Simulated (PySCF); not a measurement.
# CeN4O8 (Ce(NO2)4): the cost of one run

Method: PBE, Ce lcecp-2-SVP with ECP46, O def2-SVP, N def2-SVP; scalar-relativistic core potentials, no spin–orbit coupling; program: PySCF 2.14.0.

5 further runs of the same task are left out: 1 for a known fault of the program, 4 that didn't finish.

## Step 1: The system as given

13 atoms, charge 0, spin multiplicity 1.

Bond lengths: Ce1–O2 2.347 Å, Ce1–O3 2.467 Å, Ce1–N4 2.883 Å, Ce1–O5 2.467 Å, Ce1–O6 2.347 Å, Ce1–N7 2.883 Å, Ce1–O8 2.467 Å, Ce1–O9 2.347 Å, Ce1–N10 2.883 Å, Ce1–O11 2.347 Å, Ce1–O12 2.467 Å, Ce1–N13 2.883 Å, O2–N4 1.286 Å, O3–N4 1.263 Å, O5–N7 1.263 Å, O6–N7 1.286 Å, O8–N10 1.263 Å, O9–N10 1.286 Å and more. Angles: O2–Ce1–O3 51.7°, O2–Ce1–N4 26.0°, O2–Ce1–O5 73.9°, O2–Ce1–O6 125.5°, O2–Ce1–N7 99.7°, O2–Ce1–O8 108.3°, O2–Ce1–O9 80.8°, O2–Ce1–N10 93.7°, O2–Ce1–O11 125.5°, O2–Ce1–O12 125.6°, O2–Ce1–N13 131.8°, O3–Ce1–N4 25.8°, O3–Ce1–O5 92.3°, O3–Ce1–O6 125.6°, O3–Ce1–N7 109.1°, O3–Ce1–O8 156.9°, O3–Ce1–O9 108.3°, O3–Ce1–N10 132.9° and more.

Coordinates:

```
atom    x (Å)    y (Å)    z (Å)
 Ce1   0.0001   0.0000   0.0000
  O2   1.7881   0.6203   1.3885
  O3   0.4937   2.2195   0.9560
  N4   1.5800   1.8840   1.5061
  O5  -0.4938  -0.9559   2.2195
  O6  -1.7880  -1.3885   0.6200
  N7  -1.5801  -1.5060   1.8838
  O8   0.4937  -2.2195  -0.9560
  O9   1.7881  -0.6203  -1.3885
 N10   1.5800  -1.8840  -1.5061
 O11  -1.7880   1.3885  -0.6200
 O12  -0.4938   0.9559  -2.2195
 N13  -1.5801   1.5060  -1.8838
```

Formal oxidation states: Ce +4. The 4f shell is empty and lies in the core potential. An earlier session relaxed this geometry at PBE, Ce lcecp-2-SVP with ECP46, O def2-SVP, N def2-SVP (singlet, point group S4).

Its energy there is -857.865112 Eh.

## Step 2: Atoms moved at random, σ = 0.03 Å

The input, run.py (the lines that set the calculation):

```python
mol = gto.M(atom='''
Ce    -0.04351    -0.02981    -0.00653
O      1.82789     0.61913     1.43917
O      0.50821     2.24505     0.95821
N      1.60553     1.90153     1.46574
O     -0.49700    -0.98212     2.24303
O     -1.81892    -1.39860     0.62394
N     -1.54102    -1.51822     1.86180
O      0.46860    -2.20414    -0.97332
O      1.79588    -0.63099    -1.39633
N      1.56175    -1.87088    -1.49347
O     -1.82141     1.38343    -0.59860
O     -0.47866     0.95954    -2.21971
N     -1.56732     1.52607    -1.90394''',
    basis={'Ce': 'lcecp-2-SVP', 'O': 'def2-SVP', 'N': 'def2-SVP'},
    ecp={'Ce': 'lcecp-2-SVP'},
    charge=0, spin=0)
mf = dft.RKS(mol, xc='PBE')
mf.grids.atom_grid = (50, 194)  # f atoms: unpruned, at least (60, 302)
mf = mf.density_fit()  # fitting sets: Ce AutoAux, O def2-universal-JKFIT, N def2-universal-JKFIT
mf.conv_tol = 1e-08; mf.max_cycle = 55
mf.kernel(dm0)  # dm0: the density of the relaxed state
```

On the command line:

```sh
$ OMP_NUM_THREADS=4 python run.py
```

**Question.** How long does this run take on 4 threads of Arm Neoverse V2, shared host?

About 12 s.
